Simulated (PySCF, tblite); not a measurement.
# C₆H₁₂OSi: geometry, infrared bands and NMR shifts

Wanted: the infrared bands and NMR shifts of C₆H₁₂OSi (`[SiH3]C[C@H]1C=COCC1`), by calculation.

The runs use tblite 0.8.0 and PySCF 2.14.0, with density-fitted response routines of our own; the level of theory stands in each step. All values are computed, except where a source is named. Atoms count from 0, in the outputs and in this text.

### 1 The molecule as given

20 atoms, charge 0, multiplicity 1; geometry from: force field or distance geometry start.

Bonds of the start (Å): Si0–C1 1.84, C1–C2 1.53, C2–C3 1.49, C3–C4 1.33, C4–O5 1.38, O5–C6 1.43, C6–C7 1.50, C7–C2 1.51, Si0–H8 1.47, Si0–H9 1.49, Si0–H10 1.50, C1–H11 1.09, C1–H12 1.13, C2–H13 1.10, C3–H14 1.08, C4–H15 1.08, C6–H16 1.10, C6–H17 1.12, C7–H18 1.13, C7–H19 1.12.

### 2 Geometry optimisation with GFN2-xTB

The job: settings as JSON, then the geometry in Å.

```
{"job": {"kind": "relax", "xc": "GFN2-xTB", "basis": "xTB"}, "charge": 0, "multiplicity": 1}
Si    -2.624600    -0.594300     0.175800
C     -1.309400     0.675600    -0.027600
C     -0.021800     0.138200    -0.659900
C      0.879300     1.324200    -0.723600
C      2.026000     1.381400    -0.061200
O      2.456400     0.326200     0.718000
C      2.002500    -0.977200     0.342300
C      0.507300    -0.889800     0.308100
H     -2.130700    -1.934100     0.506800
H     -3.545700    -0.658400    -0.988800
H     -3.508200    -0.108000     1.282000
H     -1.686300     1.512600    -0.609100
H     -1.045000     1.022100     1.015400
H     -0.215100    -0.284400    -1.660200
H      0.563300     2.166900    -1.322700
H      2.614800     2.277100    -0.156200
H      2.428500    -1.164800    -0.658400
H      2.362900    -1.757200     1.053000
H      0.182800    -0.550300     1.334600
H      0.057800    -1.895200     0.128600
```

Launch:

```
> OMP_NUM_THREADS=1 python probes_run.py task.json out
```

One launch serves the whole session: the jobs run in the order shown.

**Question.** This job is followed by: GFN2-xTB harmonic vibrations, gas phase; GIAO PBE0/pcSseg-1 NMR shielding, non-relativistic, gas phase. What will the session give for the following? strongest single infrared mode (GFN2-xTB); zero-point energy (GFN2-xTB); 13C shifts against TMS (PBE0/pcSseg-1); 1H shifts against TMS (PBE0/pcSseg-1, means over atoms taken as alike); 29Si shifts against TMS (PBE0/pcSseg-1); 17O shifts against H2O (PBE0/pcSseg-1).

The runs gave:

| quantity | value |
| --- | --- |
| strongest single infrared mode (GFN2-xTB) | 2249 cm⁻¹, 381 km/mol |
| zero-point energy (GFN2-xTB) | 101.2 kcal/mol |
| 13C shifts against TMS (PBE0/pcSseg-1) | 150.9, 113.7, 68.1, 34.2, 33.2, 18.9 ppm |
| 1H shifts against TMS (PBE0/pcSseg-1, means over atoms taken as alike) | 6.50, 4.67, 4.33, 3.95, 3.86, 2.26, 1.67, 1.26, 0.96, 0.53 ppm |
| 29Si shifts against TMS (PBE0/pcSseg-1) | -74.1 ppm |
| 17O shifts against H2O (PBE0/pcSseg-1) | 114.2 ppm |

In words: The optimisation took 140 steps and gained 0.621 eV; among the close pairs (by a distance rule), Si0–C1 changed most, from 1.840 to 1.902 Å. All 54 modes are real, so the xTB geometry is a minimum. The strongest single mode, at 2249 cm⁻¹, moves mainly H9. GFN2-xTB is a fitted tight-binding method: band positions and strengths are rough. Its intensities can rank the bands wrongly. C4 (alkene carbon bearing oxygen) lies farthest downfield among carbon, at 150.9 ppm; an sp2 carbon further deshielded by the attached heteroatom. The most deshielded hydrogen is H15 (hydrogen on an alkene carbon bearing oxygen), at 6.50 ppm: a vinylic proton, deshielded by the sp2 carbon and the C=C anisotropy. At PBE0/pcSseg-1: The largest span, 215 ppm, is at O5, where the paramagnetic term is -173 ppm.
